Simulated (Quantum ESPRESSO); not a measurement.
# BN: phonons with PBE

BN:

```
B N
1.0
     2.50400    0.00000    0.00000
    -1.25200    2.16853    0.00000
     0.00000    0.00000    8.40000
B N
2 2
Direct
  0.33333 0.66667 0.25000
  0.66667 0.33333 0.75000
  0.33333 0.66667 0.75000
  0.66667 0.33333 0.25000
```

The cell was built by a generator and needn't be a form met in nature.

```json
{
 "Program": "Quantum ESPRESSO 7.5",
 "Task": "phonons",
 "Functional": "PBE",
 "Potentials or basis": "PseudoDojo 0.4.1 SR PBE standard",
 "Cutoff": "1143 eV",
 "Density cutoff": "4572 eV",
 "k mesh": "12 × 12 × 4",
 "Occupations": "fermi-dirac, width 0.05 eV",
 "Spin": "no spin polarisation",
 "Mixing beta": "0.5",
 "Most SCF iterations": "120",
 "SCF threshold": "8e-10 Ry"
}
```

```yaml
Pressure: 1.6 GPa
Band_gap_on_the_k_mesh: 4.40 eV, indirect (least direct gap 4.71 eV)
Electronic_dielectric_tensor_diagonal: 3.95, 3.95, 1.98
Born_charges_mean_of_the_diagonal: B +1.96; N -1.96 e
Highest_phonon_frequency_at_Γ_LO-TO_splitting_left_out: 1363 cm⁻¹
Static_dielectric_tensor_diagonal: 5.34, 5.34, 2.12
```

Stress tensor (GPa, compression positive):
```
2.39 0.00 0.00
0.00 2.39 0.00
0.00 0.00 0.00
```

Levels at points of the mesh, in eV from the valence-band top:
| k point | band 4 | band 5 | band 6 | band 7 | band 8 | band 9 | band 10 | band 11 | band 12 | band 13 |
| --- | --- | --- | --- | --- | --- | --- | --- | --- | --- | --- |
| (0.00, 0.00, 0.00) | -4.95 | -1.35 | -1.35 | -1.35 | -1.35 | 4.40 | 7.69 | 10.10 | 11.68 | 11.69 |
| (0.00, 0.00, -0.50) | -5.25 | -1.35 | -1.35 | -1.35 | -1.35 | 5.66 | 5.66 | 11.68 | 11.68 | 11.69 |
| (0.00, -0.50, 0.00) | -8.89 | -4.16 | -4.15 | -1.02 | -0.80 | 4.63 | 5.05 | 9.58 | 10.05 | 12.13 |
| (0.00, -0.50, -0.50) | -8.89 | -4.16 | -4.16 | -0.91 | -0.91 | 4.82 | 4.82 | 9.86 | 9.86 | 12.71 |

Phonon frequencies in cm⁻¹ (negative: imaginary):
```tsv
q point	frequencies
(0.000, 0.000, 0.000)	4 4 7 13 13 27 781 807 1363 1363 1363 1363
```

Electronic dielectric tensor:
```
3.95 0.00 0.00
0.00 3.95 0.00
0.00 0.00 1.98
```

Born effective charge tensors (e):
atom 1, B
```
2.70 0.00 0.00
0.00 2.70 0.00
0.00 0.00 0.49
```
atom 2, B
```
2.70 0.00 0.00
0.00 2.70 0.00
0.00 0.00 0.49
```
atom 3, N
```
-2.70  0.00  0.00
 0.00 -2.70  0.00
 0.00  0.00 -0.49
```
atom 4, N
```
-2.70  0.00  0.00
 0.00 -2.70  0.00
 0.00  0.00 -0.49
```

Optical modes at Γ, degenerate ones joined, polar ones without the macroscopic field:
```
cm⁻¹  components  symmetry  active in  IR intensity, summed ((D/Å)²/amu)
  13           2       E2g      Raman                               0.00
  27           1       B1g     silent                               0.00
 781           1       A2u         IR                               1.82
 807           1       B1g     silent                               0.00
1363           2       E2g      Raman                               0.00
1363           2       E1u         IR                             110.10
```

Zone-centre frequencies without and with the macroscopic field along z (cm⁻¹):
```csv
,optical modes in rising order
without,13 13 27 781 807 1363 1363 1363 1363
with the field,13 13 27 807 808 1363 1363 1363 1363
```

Static dielectric tensor, electrons and zone-centre modes:
```
5.34 0.00 0.00
0.00 5.34 0.00
0.00 0.00 2.12
```

It took 5.4 min on 4 MPI ranks on Arm Neoverse V1, with other jobs on the host, peak memory 0.36 GiB a rank.

Caveat: on a mesh that holds Γ this program's dielectric tensor can be off by some percent beyond the error of the mesh; this functional lacks dispersion, which binds the layers, so the pressure and a relaxed spacing across them are unreliable. A k mesh can miss the band edges.
